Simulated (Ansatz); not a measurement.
# C₂H₇Cl₂NOZr: basis-set convergence

How large a basis does C₂H₇Cl₂NOZr need? Two functionals are run in growing sets.

The runs use Ansatz 0.2.0, Gaussian basis; one geometry, several basis sets.

Plan: PBE0-D4/def2-SVP; ωB97M-V/def2-SVP; PBE0-D4/def2-QZVPP; ωB97M-V/def2-QZVPP; the functionals' def2-TZVPP values are taken from earlier runs.

### 1 The relaxed structure

The geometry comes from an earlier relaxation with PBE0-D4 in a triple-zeta def2 set; it is a stationary point, not always the lowest conformer. Zr takes the def2 core potential; no spin-orbit term is included.

14 atoms, charge 0, spin multiplicity 1.

Atoms are counted from 1 here; the program's logs count them from 0.

Bond lengths: C1–N2 1.448 Å, C1–H8 1.096 Å, C1–H9 1.092 Å, C1–H10 1.096 Å, N2–Zr3 2.002 Å, N2–H11 1.016 Å, Zr3–Cl4 2.373 Å, Zr3–Cl5 2.373 Å, Zr3–O6 1.887 Å, O6–C7 1.395 Å, C7–H12 1.094 Å, C7–H13 1.094 Å, C7–H14 1.094 Å. Angles: N2–C1–H8 111.9°, N2–C1–H9 109.8°, N2–C1–H10 111.9°, H8–C1–H9 107.5°, H8–C1–H10 108.1°, H9–C1–H10 107.5°, C1–N2–Zr3 132.6°, C1–N2–H11 111.1°, Zr3–N2–H11 116.4°, N2–Zr3–Cl4 108.9°, N2–Zr3–Cl5 108.9°, N2–Zr3–O6 105.1°, Cl4–Zr3–Cl5 110.1°, Cl4–Zr3–O6 111.8°, Cl5–Zr3–O6 111.8°, Zr3–O6–C7 170.5°, O6–C7–H12 110.2°, O6–C7–H13 110.3° and more.

Geometry (Å):

```mol
C2H7Cl2NOZr
  3D, bonds by distance, orders not assigned

 14 13  0  0  0  0  0  0  0  0999 V2000
   -0.4146   -1.8674    1.1788 C   0  0
   -0.7691   -1.5729   -0.1942 N   0  0
   -0.4670    0.0288   -1.3573 Zr  0  0
    0.8109   -0.6243   -3.2469 Cl  0  0
   -2.5696    0.8815   -2.0516 Cl  0  0
    0.4647    1.2577   -0.2702 O   0  0
    1.1490    2.3047    0.3474 C   0  0
   -1.2990   -2.0542    1.7980 H   0  0
    0.1174   -1.0186    1.6130 H   0  0
    0.2423   -2.7412    1.2526 H   0  0
   -1.2658   -2.3510   -0.6180 H   0  0
    2.0945    2.4948   -0.1681 H   0  0
    0.5445    3.2157    0.3279 H   0  0
    1.3619    2.0463    1.3887 H   0  0
  1  2  8  0
  2  3  8  0
  3  4  8  0
  3  5  8  0
  3  6  8  0
  6  7  8  0
  1  8  8  0
  1  9  8  0
  1 10  8  0
  2 11  8  0
  7 12  8  0
  7 13  8  0
  7 14  8  0
M  END
```

### 2 PBE0-D4 in def2-SVP

The input, in.yaml:

```yaml
crystal:
  periodic: [false, false, false]
  atoms:
    - {symbol: C, position_ang: [-0.414561, -1.867380, 1.178823]}
    - {symbol: N, position_ang: [-0.769130, -1.572860, -0.194247]}
    - {symbol: Zr, position_ang: [-0.467020, 0.028795, -1.357325]}
    - {symbol: Cl, position_ang: [0.810900, -0.624252, -3.246904]}
    - {symbol: Cl, position_ang: [-2.569613, 0.881496, -2.051606]}
    - {symbol: O, position_ang: [0.464650, 1.257716, -0.270250]}
    - {symbol: C, position_ang: [1.149011, 2.304670, 0.347400]}
    - {symbol: H, position_ang: [-1.299023, -2.054213, 1.798010]}
    - {symbol: H, position_ang: [0.117424, -1.018579, 1.612954]}
    - {symbol: H, position_ang: [0.242339, -2.741225, 1.252625]}
    - {symbol: H, position_ang: [-1.265848, -2.350992, -0.618020]}
    - {symbol: H, position_ang: [2.094533, 2.494821, -0.168076]}
    - {symbol: H, position_ang: [0.544463, 3.215714, 0.327924]}
    - {symbol: H, position_ang: [1.361876, 2.046279, 1.388674]}
basis:
  gaussian: {orbitals: def2-SVP}
hamiltonian: {xc: pbe0, dispersion: d4}
output: {orbitals: {seedname: orbitals}}
```

Run with:

```console
$ ansatz run in.yaml --threads 2 --pin off --events-out ev --progress --plain --max-ram 32768MiB --backend cpu
```

Further steps of the session: ωB97M-V in def2-SVP; PBE0-D4 in def2-QZVPP; ωB97M-V in def2-QZVPP.

**Question.** What will the summary of the whole plan be? Wanted: PBE0-D4: double and triple zeta above quadruple; ωB97M-V: double and triple zeta above quadruple.

The runs gave:

| quantity | value |
| --- | --- |
| PBE0-D4: double and triple zeta above quadruple | 16.48, 1.14 eV |
| ωB97M-V: double and triple zeta above quadruple | 16.60, 1.09 eV |

What this shows: PBE0-D4 gains 15.34 eV from double to triple zeta, then 1.14 eV more. These are total energies; as a rule much of such shifts cancels in differences, which this series doesn't test.
